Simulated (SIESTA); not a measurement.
Ti2B:

```
Ti B
1.0
    -2.82907    2.82907    2.36827
     2.82907   -2.82907    2.36827
     2.82907    2.82907   -2.36827
Ti B
4 2
Direct
  0.16440 0.33560 0.50000
  0.83560 0.66440 0.50000
  0.33560 0.83560 0.17120
  0.66440 0.16440 0.82880
  0.25000 0.25000 0.00000
  0.75000 0.75000 0.00000
```

The cell comes from a database or a generator and needn't be the stable form of this composition.

Base run:

```yaml
Program: SIESTA 5.4.2
Functional: PBE
Potentials_or_basis: PseudoDojo 0.4 standard (PBE files)
Basis: DZP (energy shift 0.003 Ry; two zetas on semicore shells)
Grid_cutoff: 800 Ry
Energy_shift: 0.003 Ry
k_mesh: 7 × 7 × 7
Occupations: fermi-dirac, width 0.05 eV
Spin: no spin polarisation
```

Its results: band gap on the k mesh none (metal or under the smearing width); pressure 1.8 GPa; largest force 0.037 eV/Å.

The run is repeated on the same cell with these changes: functional from PBE to PBEsol; potentials or basis from PseudoDojo 0.4 standard (PBE files) to PseudoDojo 0.4 standard (PBEsol files). What comes out?

Band gap on the k mesh none (metal or under the smearing width); pressure -3.2 GPa; largest force 0.025 eV/Å.

Caveats: the basis of atomic orbitals isn't converged, which shifts pressures, moduli and gaps.

Not every run made on this cell is shown here.
